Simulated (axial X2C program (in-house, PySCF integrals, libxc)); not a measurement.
# A two-component session on ZnB⁺: properties at the nuclei

Wanted for ZnB⁺: properties at the nuclei, at the two-component level.

Program: an in-house X2C program for linear molecules on PySCF integrals. Level of theory: two-component X2C with atomic mean-field terms, Zn dyall-cv3z, B dyall-v3z. These are calculated values, not measurements.

### Step 1. The job

Input file task.json:

```json
{"zs": [30, 5], "q": 1, "bas": ["dyall-cv3z", "dyall-v3z"], "r0": 2.03, "levels": ["PBE0", "HF", "PBE50", "B3LYP", "BP86"], "nst": 3}
```

Keys: zs atomic numbers; q charge; bas basis sets; r0 starting distance in Å; levels methods (HF also brings MP2); nst determinants followed.

On the command line:

```sh
> python soeom.py task.json out
```

The runs that follow: Expectation values, lowest determinant; Expectation values, a higher determinant; Expectation values, a higher determinant.

**Question.** What will these runs give? Wanted: lowest determinant; qzz Zn; qzz B; higher determinant; Eeff magnitude; Ws magnitude Zn; A∥/gI Zn (for each run or level that gives them).

As calculated:

```
                                        quantity                                           value
                              lowest determinant                            Ω = 0 (closed shell)
                             qzz Zn (a.u.), PBE0                                           -0.21
                              qzz B (a.u.), PBE0                                           -0.38
                              higher determinant  Ω = 2 (excess of +ω over −ω: ω = 1/2, ω = 3/2)
Eeff magnitude (GV/cm), PBE0, higher determinant                                           0.476
 Ws magnitude Zn (kHz), PBE0, higher determinant                                           0.103
        A∥/gI Zn (MHz), PBE0, higher determinant                                            1050
         qzz Zn (a.u.), PBE0, higher determinant                                           -0.20
                              higher determinant       Ω = 1 (excess of +ω over −ω: 2 × ω = 1/2)
Eeff magnitude (GV/cm), PBE0, higher determinant                                            1.38
 Ws magnitude Zn (kHz), PBE0, higher determinant                                           0.602
        A∥/gI Zn (MHz), PBE0, higher determinant                                            2810
         qzz Zn (a.u.), PBE0, higher determinant                                           -1.47
```

What this shows: The expectation values come from single determinants, which for open shells can mix terms of unlike spin or miss the lowest Ω, so a determinant need not be a state. Eeff is the effective electric field on the electron dipole moment in this Ω state and Ws the scalar–pseudoscalar constant (defined with the proton number Z and per Ω); A∥ is the parallel hyperfine constant, which follows by multiplying with the nuclear g factor gI = μI/(I μN); qzz is the electric field gradient, eQq0 = 234.96 MHz × Q/barn × qzz. The operators were transformed with the bare-nucleus X2C matrices.
